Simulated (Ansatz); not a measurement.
# BF3H2O: the cost of one run

All numbers below are computed with Ansatz 0.2.0 (RHF/def2-SVP).

## Step 1: The starting structure

Bond lengths: B1–F2 1.670 Å, B1–F3 1.320 Å, B1–F4 1.320 Å, B1–O5 1.710 Å, O5–H6 1.010 Å, F2–H7 1.041 Å, O5–H7 1.132 Å. Angles: B1–F2–H7 80.7°, F2–B1–F3 120.0°, F2–B1–F4 120.0°, F2–B1–O5 71.6°, F3–B1–F4 120.0°, F3–B1–O5 97.0°, F4–B1–O5 101.2°, B1–O5–H6 109.5°, B1–O5–H7 76.7°, H6–O5–H7 144.1°, F2–H7–O5 131.0°.

Structure file:

```xyz
7

B     0.0000    0.0000    0.0000
F     0.0000    0.0000    1.6700
F     1.1431    0.0000   -0.6600
F    -1.1431    0.0000   -0.6600
O     0.0715   -1.6212    0.5392
H    -0.4750   -2.2058   -0.0770
H     0.0453   -1.0266    1.5024
```

## Step 2: A restrained relaxation towards end A

Springs on the bonds that form and break draw the guess towards this end; the thresholds are loose.

File input.yaml:

```yaml
crystal:
  periodic: [false, false, false]
  atoms:
    - { symbol: B, position_ang: [0.0, 0.0, 0.0] }
    - { symbol: F, position_ang: [0.0, 0.0, 1.67] }
    - { symbol: F, position_ang: [1.1431, 0.0, -0.66] }
    - { symbol: F, position_ang: [-1.1431, 0.0, -0.66] }
    - { symbol: O, position_ang: [0.0715, -1.6212, 0.5392] }
    - { symbol: H, position_ang: [-0.475, -2.2058, -0.077] }
    - { symbol: H, position_ang: [0.0453, -1.0266, 1.5024] }
basis:
  gaussian: { orbitals: def2-SVP }
hamiltonian:
  xc: hf
relax:
  f_tol: 0.15
  max_steps: 25
  restrain:
    - { distance: [0, 4], at: 2.61, k: 30.0 }
    - { distance: [6, 1], at: 2.12, k: 30.0 }
    - { distance: [0, 1], at: 1.32, k: 30.0 }
    - { distance: [6, 4], at: 1.01, k: 30.0 }
output:
  orbitals: {}
```

Launch:

```bash
$ ansatz run input.yaml --threads 1 --pin off --max-ram 2048MiB --backend cpu --events-out ev --progress --plain --runs-dir out
```

**Question.** How long does this run take on 1 thread of Arm Neoverse V1, shared host, and how much memory does it need?

About 18 s, with a peak of 0.14 GiB.
